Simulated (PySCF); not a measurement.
Runs of PySCF 2.14.0 on FC3SH3. The cell holds a molecule in a box, 8 atoms: a = 13.000 Å, b = 14.000 Å, c = 12.000 Å, α = 90.00°, β = 90.00°, γ = 90.00°. 

```csv
task,level,frozen core bands,conv_tol,exxdiv,grid for exchange and correlation,three-centre integrals,gap on the mesh (eV)
excitation energies (Tamm-Dancoff),PBE0,9,1e-08 Ha,ewald,"Becke, atom-centred",read from an earlier run's file,4.85
MP2 correlation energy,HF,9,1e-08 Ha,ewald,-,read from an earlier run's file,11.61
atomic charges,M06-L,-,1e-07 Ha,-,"Becke, atom-centred",read from an earlier run's file,3.00
atomic charges,TPSSh+D3(BJ),-,1e-07 Ha,ewald,"Becke, atom-centred",read from an earlier run's file,3.73
atomic charges,PBE,-,1e-07 Ha,-,"Becke, atom-centred",-,(b)
atomic charges,r2SCAN0+D3(BJ),-,1e-07 Ha,ewald,"Becke, atom-centred",read from an earlier run's file,5.05
atomic charges,r2SCAN50+D4,-,1e-07 Ha,ewald,"Becke, atom-centred",read from an earlier run's file,(a)
```

Alike in all rows: potentials or basis cc-pvdz (all-electron); no spin polarisation; cell as given; k mesh 1 × 1 × 1; smearing fixed.

Question: Estimate the missing entries.

Answer: (a) 7.14; (b) 2.60.

Caveats: this is a molecule in a periodic box at the Γ point, so its band gap is the HOMO-LUMO gap; the basis of atomic orbitals isn't converged, which shifts pressures, moduli and gaps; the basis is small and the box finite, so much correlation energy is missing and levels can be off by tenths of an eV (some runs); the iterative solver can pass over a root and still report convergence (some runs).

